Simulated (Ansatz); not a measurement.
**CuSb (zincblende): how the settings move a single-point run**

How sensitive is a single-point run of CuSb (zincblende) to its settings? A reference run comes first, then five runs with altered input.

Program: Ansatz 0.2.0. Level of theory: reference: DFT r2SCAN, scalar-relativistic, plane waves, PAW, unless a step's input says otherwise. These are calculated values, not measurements.

1 further run of the same task is left out (it didn't finish). Runs told in other sessions of the task aren't counted.

## 1. The structure to begin with

It takes space group F-43m (No. 216, cubic). Conventional cell: a = 5.800 Å, b = 5.800 Å, c = 5.800 Å, α = 90.00°, β = 90.00°, γ = 90.00°. Around Cu (site symmetry -43m) lie 4 Sb at 2.51 Å. Around Sb (site symmetry -43m) lie 4 Cu at 2.51 Å.

Structure file:

```
CELL_PARAMETERS angstrom
0.00000 2.90014 2.90014
2.90014 0.00000 2.90014
2.90014 2.90014 0.00000
ATOMIC_POSITIONS crystal
Cu 0.00000 0.00000 0.00000
Sb 0.25000 0.25000 0.25000
```

## 2. Baseline

The input, input.yaml:

```yaml
crystal:
  lattice:
    - [0.0, 2.9001448414, 2.9001448414]
    - [2.9001448414, 0.0, 2.9001448414]
    - [2.9001448414, 2.9001448414, 0.0]
  atoms:
    - { symbol: Cu, position: [0.0, 0.0, 0.0] }
    - { symbol: Sb, position: [0.25, 0.25, 0.25] }
basis:
  ecutwfc: 500
  ecutrho_ratio: 4
kpoints:
  mp_grid: { grid: [10, 10, 10] }
hamiltonian:
  xc: r2scan
scf:
  occupations: { method: gaussian, width: 0.05 }
output:
  forces: true
  stress: true
  eigenvalues: true
```

Command:

```console
ansatz run input.yaml --threads 2 --pin off --max-ram 2662MiB --backend cpu --events-out ev --progress --plain --runs-dir out
```

## 3. Changed: basis.precision f64, n_extra_bands 4, eigensolver.kind davidson

Edit input.yaml of step 2 so:

```diff
@@ -11,2 +11,3 @@
   ecutrho_ratio: 4
+  precision: f64
 kpoints:
@@ -17,2 +18,4 @@
   occupations: { method: gaussian, width: 0.05 }
+  n_extra_bands: 4
+  eigensolver: { kind: davidson }
 output:
@@ -20,2 +23 @@
   stress: true
-  eigenvalues: true
```

## 4. Changed: occupations.width 0.01

Edit input.yaml of step 2 so:

```diff
@@ -16,3 +16,3 @@
 scf:
-  occupations: { method: gaussian, width: 0.05 }
+  occupations: { method: gaussian, width: 0.01 }
 output:
@@ -20,2 +20,5 @@
   stress: true
-  eigenvalues: true
+  write_density: true
+  write_potential: true
+  elf: true
+  volumetric_format: npy
```

## 5. Changed: xc revpbe, scf.algorithm density_mixing, accuracy high

Edit input.yaml of step 2 so:

```diff
@@ -14,5 +14,6 @@
 hamiltonian:
-  xc: r2scan
+  xc: revpbe
 scf:
   occupations: { method: gaussian, width: 0.05 }
+  algorithm: density_mixing
 output:
@@ -20,2 +21,2 @@
   stress: true
-  eigenvalues: true
+accuracy: high
```

## 6. A further run, with the input changed

Edit input.yaml of step 2 so:

```diff
@@ -17,2 +17,3 @@
   occupations: { method: gaussian, width: 0.05 }
+  convergence: { dr2_threshold: 0.0001 }
 output:
@@ -20,2 +21 @@
   stress: true
-  eigenvalues: true
```

## 8. Changed: lower_state_search standard

Edit input.yaml of step 2 so:

```diff
@@ -17,2 +17,3 @@
   occupations: { method: gaussian, width: 0.05 }
+  lower_state_search: standard
 output:
@@ -20,2 +21 @@
   stress: true
-  eigenvalues: true
```

(Steps that only read results are left out.)

Q: Predict the outcome of this session. Wanted: for each run, ending; energy change; pressure; gap; force.

**Answer**, as computed:

| run | ending | energy change | pressure (GPa) | gap (eV) | force (eV/Å) | cycles | time |
| --- | --- | --- | --- | --- | --- | --- | --- |
| reference | converged | 0 | 0.0 | 0.00 | 0.00 | 7 | 6.1 s |
| 1: basis.precision f64, n_extra_bands 4, eigensolver.kind davidson | converged | 0.0 meV/atom | 0.0 | 0.00 | 0.00 | 8 | 7.6 s |
| 2: occupations.width 0.01 | converged | 0.0 meV/atom (σ→0) | 0.0 | 0.00 | 0.00 | 8 | 8.2 s |
| 3: xc revpbe, scf.algorithm density_mixing, accuracy high | converged | not comparable | 3.5 | 0.00 | 0.00 | 9 | 3.8 s |
| 4: dr2_threshold 0.0001 | converged | 0.0 meV/atom | 0.0 | 0.00 | 0.00 | 6 | 5.3 s |
| 5: lower_state_search standard | converged | 0.0 meV/atom | 0.0 | 0.00 | 0.00 | 7 | 6.2 s |

Times don't compare one to one where runs were asked for different outputs or read a saved state (see the inputs); cycles may leave out searches for a lower state.

Residual by cycle in the longest SCF loop of each run; runs are numbered as in the table. The quantity is the density residual dr2, in eV.

| cycle | reference | run 1 | run 2 | run 3 | run 4 | run 5 |
| --- | --- | --- | --- | --- | --- | --- |
| 1 | 0.15 | 0.147 | 0.15 | 0.00382 | 0.15 | 0.15 |
| 2 | 0.265 | 0.247 | 0.0998 | 0.0037 | 0.265 | 0.265 |
| 3 | 0.0132 | 0.011 | 0.0114 | 0.00292 | 0.0132 | 0.0132 |
| 4 | 1.9e-4 | 2.4e-4 | 0.00505 | 6.0e-4 | 1.9e-4 | 1.9e-4 |
| 5 | 6.4e-5 | 5.3e-5 | 2.1e-4 | 2.4e-5 | 6.4e-5 | 6.4e-5 |
| 6 | 8.2e-6 | 4.8e-6 | 4.7e-6 | 1.8e-7 | 8.0e-6 | 8.2e-6 |
| 7 | 4.0e-8 | 1.6e-7 | 5.7e-7 | 2.7e-8 | - | 4.0e-8 |
| 8 | - | 2.4e-9 | 3.3e-8 | 1.8e-10 | - | - |
| 9 | - | - | - | 1.5e-11 | - | - |

Of the converged runs whose energies compare with the reference's, none moves it noticeably.
